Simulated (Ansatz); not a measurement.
**C2H7GaOZn: how energies converge with the basis set**

The task here is to estimate one member of a computed series from the others.

Method: one geometry, several basis sets; program: Ansatz 0.2.0, Gaussian basis.

Levels to be run: PBE0-D4/def2-SVP; ωB97M-V/def2-SVP; PBE0-D4/def2-QZVPP; ωB97M-V/def2-QZVPP; the functionals' def2-TZVPP values are taken from earlier runs.

### The geometry

An earlier PBE0-D4 in a triple-zeta def2 set relaxation fixed the geometry.

SMILES `CO[CH2][GaH][ZnH]`, 12 atoms, charge 0, spin multiplicity 1.

Atoms are counted from 1 here; the program's logs count them from 0.

Bond lengths: C1–O2 1.393 Å, C1–H6 1.091 Å, C1–H7 1.100 Å, C1–H8 1.104 Å, O2–C3 1.414 Å, C3–Ga4 2.009 Å, C3–H9 1.102 Å, C3–H10 1.097 Å, Ga4–Zn5 2.454 Å, Ga4–H11 1.588 Å, Zn5–H12 1.568 Å. Angles: O2–C1–H6 108.1°, O2–C1–H7 111.7°, O2–C1–H8 111.5°, H6–C1–H7 109.1°, H6–C1–H8 108.7°, H7–C1–H8 107.6°, C1–O2–C3 112.0°, O2–C3–Ga4 115.0°, O2–C3–H9 110.7°, O2–C3–H10 106.6°, Ga4–C3–H9 111.7°, Ga4–C3–H10 106.2°, H9–C3–H10 106.0°, C3–Ga4–Zn5 121.9°, C3–Ga4–H11 113.2°, Zn5–Ga4–H11 124.7°, Ga4–Zn5–H12 178.8°.

Set-up of the first run:

The input, in.yaml:

```yaml
crystal:
  periodic: [false, false, false]
  atoms:
    - {symbol: C, position_ang: [-0.631168, 0.085334, 1.584692]}
    - {symbol: O, position_ang: [0.716614, 0.047285, 1.235576]}
    - {symbol: C, position_ang: [0.973488, -0.899598, 0.217593]}
    - {symbol: Ga, position_ang: [0.384187, -0.347695, -1.622090]}
    - {symbol: Zn, position_ang: [-0.569717, 1.869222, -2.068124]}
    - {symbol: H, position_ang: [-0.762178, 0.852311, 2.348744]}
    - {symbol: H, position_ang: [-0.975685, -0.881031, 1.981909]}
    - {symbol: H, position_ang: [-1.267245, 0.336823, 0.717792]}
    - {symbol: H, position_ang: [0.572523, -1.887879, 0.493807]}
    - {symbol: H, position_ang: [2.062704, -1.018402, 0.167850]}
    - {symbol: H, position_ang: [0.694312, -1.439417, -2.732764]}
    - {symbol: H, position_ang: [-1.197845, 3.283059, -2.324974]}
basis:
  gaussian: {orbitals: def2-SVP}
hamiltonian: {xc: pbe0, dispersion: d4}
output: {orbitals: {seedname: orbitals}}
```

The run is started by

```sh
ansatz run in.yaml --threads 2 --pin off --events-out ev --progress --plain --max-ram 32768MiB --backend cpu
```

Among the steps run: PBE0-D4 in def2-SVP; ωB97M-V in def2-SVP; PBE0-D4 in def2-QZVPP; ωB97M-V in def2-QZVPP.

One of the session's tables, all rows but one given; the rest of the session is left out.

It belongs to the step «Density functionals: the series». 

| functional | basis | HOMO (eV) | LUMO (eV) |
| --- | --- | --- | --- |
| PBE0-D4 | def2-SVP | ? | ? |
| PBE0-D4 | def2-TZVPP | -6.22 | -2.16 |
| PBE0-D4 | def2-QZVPP | -6.24 | -2.18 |
| ωB97M-V | def2-SVP | -8.15 | -0.20 |
| ωB97M-V | def2-TZVPP | -8.29 | -0.52 |
| ωB97M-V | def2-QZVPP | -8.31 | -0.62 |

Q: Estimate the row for PBE0-D4, def2-SVP from the others.

**Answer.** HOMO (eV): -6.09; LUMO (eV): -1.96. In the column «HOMO (eV)» it is the highest.
